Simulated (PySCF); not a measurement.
# SiBr: from the state search to spectroscopic constants

One table from this session's results is given with a row withheld; the runs are named, their logs left out.

The runs use PySCF 2.14.0; Si pcseg-1, Br pcseg-1, no relativity.

The first run:

A driver script around PySCF takes these settings:

- atoms: Si, Br
- charge: 0
- basis: Si pcseg-1, Br pcseg-1
- Hamiltonian: no relativity
- basis functions: 45
- electrons treated: 49
- masses in u: 27.9769, 78.9183
- levels: PBE0, PBE, r²SCAN, PW91, BHandHLYP, M06-L, HSE06, HF, MP2, SCS-MP2, CCSD, CCSD(T)
- grid: 80 radial by 434 angular points
- occupations: held fixed by the projection of orbital angular momentum
- dissociation limit: Si + Br, each in its ground configuration
- starting distance in angstrom: 2.230
- values of 2S to try: 1, 3

Steps of the session up to this table: Input; PBE0 along the bond; Higher solutions at PBE0; PBE (GGA); r²SCAN (meta-GGA); PW91 (GGA); BHandHLYP; M06-L; HSE06 (range-separated hybrid); UHF; MP2 and coupled cluster.

One of the session's tables, all rows but one given; the rest of the session is left out.

It belongs to the step «The curves together». Energy (eV) from each level's lowest point:

| R (Å) | UHF | UHF-MP2 | UHF-SCS-MP2 | UHF-CCSD | UHF-CCSD(T) |
| --- | --- | --- | --- | --- | --- |
| 1.945 | 1.113 | 1.087 | 1.111 | n/a | n/a |
| 2.036 | 0.506 | 0.484 | 0.503 | 0.506 | 0.509 |
| 2.126 | 0.169 | 0.155 | 0.166 | 0.168 | 0.170 |
| 2.194 | ? | ? | ? | ? | ? |
| 2.262 | 0.000 | 0.000 | 0.000 | 0.000 | 0.000 |
| 2.330 | 0.017 | 0.025 | 0.019 | 0.019 | 0.018 |
| 2.420 | 0.110 | 0.128 | 0.115 | 0.114 | 0.112 |
| 2.533 | 0.304 | 0.334 | 0.311 | 0.311 | 0.305 |
| 2.669 | 0.602 | 0.645 | 0.612 | 0.613 | 0.603 |
| 2.850 | 1.050 | 1.109 | 1.062 | n/a | n/a |

**Question.** Estimate the row for R (Å) = 2.194.

Worked estimate for «UHF». A straight line through the neighbours (2.126, 0.169) and (2.262, 0.000) gives 0.169 + (0.000 − 0.169) × (2.194 − 2.126) / (2.262 − 2.126) = 0.085; a parabola fitted to 4 rows on both sides gives 0.039.

The run gave: UHF: 0.044; UHF-MP2: 0.037; UHF-SCS-MP2: 0.043; UHF-CCSD: 0.043; UHF-CCSD(T): 0.044. In «UHF» the line misses by +0.041 and the parabola by -0.005.

State 2 has its PBE0 minimum 2.75 eV higher. The other levels ran on the lowest alone.
